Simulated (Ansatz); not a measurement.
# ZrSi2: the cost of one run

Computed with Ansatz 0.2.0 (DFT LDA, scalar-relativistic, plane waves, PAW, unless a step's input says otherwise).

## Step 1: The starting structure

Symmetry: Fd-3m, No. 227, cubic system. The conventional cell has a = 5.402 Å, b = 5.402 Å, c = 5.402 Å, α = 90.00°, β = 90.00°, γ = 90.00°. Around Si (site symmetry -43m) lie 4 Si at 2.34 Å.

Structure file:

```
CELL_PARAMETERS angstrom
0.00000 2.70097 2.70097
2.70097 0.00000 2.70097
2.70097 2.70097 0.00000
ATOMIC_POSITIONS crystal
Si 0.75000 0.75000 0.75000
Si 0.50000 0.50000 0.50000
```

It goes back to an entry of the Materials Project.

This cell was relaxed beforehand with the same method: volume 19.70 Å³/atom, gap on the mesh 0.44 eV.

## Step 2: The second crystal, ZrSi2

The structure is orthorhombic, space group Cmcm (No. 63). The conventional cell has a = 3.683 Å, b = 14.871 Å, c = 3.673 Å, α = 90.00°, β = 90.00°, γ = 90.00°. Zr (site symmetry m2m) is surrounded by 10 Si at 2.72 to 2.98 Å. Around Si (site symmetry m2m) lie 2 Si at 2.39 Å and 6 Zr at 2.72 to 2.98 Å. Si (site symmetry m2m) is surrounded by 4 Si at 2.60 Å and 4 Zr at 2.82 Å.

## Step 3: Probe: one point at the start (ZrSi2)

The input, input.yaml:

```yaml
crystal:
  lattice:
    - [1.84174211, -7.43556853, 0.0]
    - [1.84174211, 7.43556853, 0.0]
    - [0.0, 0.0, 3.67325121]
  atoms:
    - { symbol: Zr, position: [0.89408813, 0.10591187, 0.25] }
    - { symbol: Zr, position: [0.10591187, 0.89408813, 0.75] }
    - { symbol: Si, position: [0.44853858, 0.55146142, 0.75] }
    - { symbol: Si, position: [0.55146142, 0.44853858, 0.25] }
    - { symbol: Si, position: [0.25024902, 0.74975098, 0.25] }
    - { symbol: Si, position: [0.74975098, 0.25024902, 0.75] }
basis:
  ecutwfc: 420
kpoints:
  mp_grid: { grid: [6, 6, 6] }
hamiltonian:
  xc: lda
scf:
  occupations: { method: gaussian, width: 0.1 }
output:
  forces: true
  stress: true
  eigenvalues: true
```

Launch:

```bash
$ ansatz run input.yaml --threads 4 --pin off --max-ram 8192MiB --backend cpu --events-out ev --progress --plain --runs-dir out
```

**Question.** How long does this run take on 4 threads of Arm Neoverse V2, shared host, and how much memory does it need?

About 1.7 s, with a peak of 0.44 GiB.
